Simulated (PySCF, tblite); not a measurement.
# C₅H₅F₃O+ (doublet): geometry, infrared bands and EPR parameters

What infrared bands and EPR parameters should C₅H₅F₃O+ (doublet) (`[CH2+][C]=C[C@@H](F)OC(F)F`) show?

The runs use tblite 0.8.0 and PySCF 2.14.0, with density-fitted response routines of our own; the level of theory stands in each step. All values are computed, except where a source is named. Atoms are numbered from 0 throughout.

### Step 1. The molecule as given

14 atoms, charge 1, multiplicity 2; geometry from: force field or distance geometry start.

Bonds of the start (Å): C0–C1 1.47, C1–C2 1.31, C2–C3 1.49, C3–F4 1.36, C3–O5 1.38, O5–C6 1.37, C6–F7 1.38, C6–F8 1.39, C0–H9 1.08, C0–H10 1.06, C2–H11 1.07, C3–H12 1.12, C6–H13 1.11.

### Step 2. Geometry optimisation with GFN2-xTB

What the job is given:

```
{"job": {"kind": "relax", "xc": "GFN2-xTB", "basis": "xTB"}, "charge": 1, "multiplicity": 2}
C      2.989200     0.033800     0.845300
C      1.601400     0.481700     1.051000
C      0.805600     0.399300     0.009800
C     -0.627600     0.816600     0.043700
F     -0.739500     2.054000    -0.519200
O     -1.357500    -0.188100    -0.569500
C     -2.227900    -0.842100     0.265300
F     -3.495700    -0.687200    -0.266000
F     -2.001800    -2.208100     0.379200
H      3.146000    -1.022500     0.717900
H      3.806800     0.702100     0.813900
H      1.186700     0.027600    -0.922600
H     -0.934100     0.849100     1.121300
H     -2.152400    -0.416500     1.287800
```

On the command line:

```console
OMP_NUM_THREADS=1 python probes_run.py task.json out
```

The driver reads the jobs from task.json and runs them one after another.

**Question.** This job is followed by: GFN2-xTB harmonic vibrations, gas phase; UKS B3LYP, pcH-1 on C F H O, non-relativistic, mean-field spin-orbit, GIAO. What will the session give for the following? strongest single infrared mode (GFN2-xTB); zero-point energy (GFN2-xTB); g(iso) (B3LYP); ⟨S²⟩; largest a(iso) (averaged by class).

**Answer**, as computed:

```
                                 quantity                    value
strongest single infrared mode (GFN2-xTB)    1158 cm⁻¹, 286 km/mol
             zero-point energy (GFN2-xTB)            54.3 kcal/mol
                           g(iso) (B3LYP)                  2.00294
                                     ⟨S²⟩       0.758 (exact 0.75)
       largest a(iso) (averaged by class)  1H on H9, H10, 56.5 MHz
```

What this shows: Over 199 steps the energy fell by 2.716 eV; of the close pairs, C0–C1 changed most, 1.473 to 1.293 Å. No mode is imaginary among the 36: a minimum at this level. The strongest single mode, at 1158 cm⁻¹, moves mainly H10 and H9. Unscaled tight-binding wavenumbers are off by several per cent, some by more. Its intensities can rank the bands wrongly. The largest spin populations lie on C2 (0.31 e), C0 (0.27 e), C1 (0.25 e). The isotropic g lies 0.6 ppt above the free-electron value.
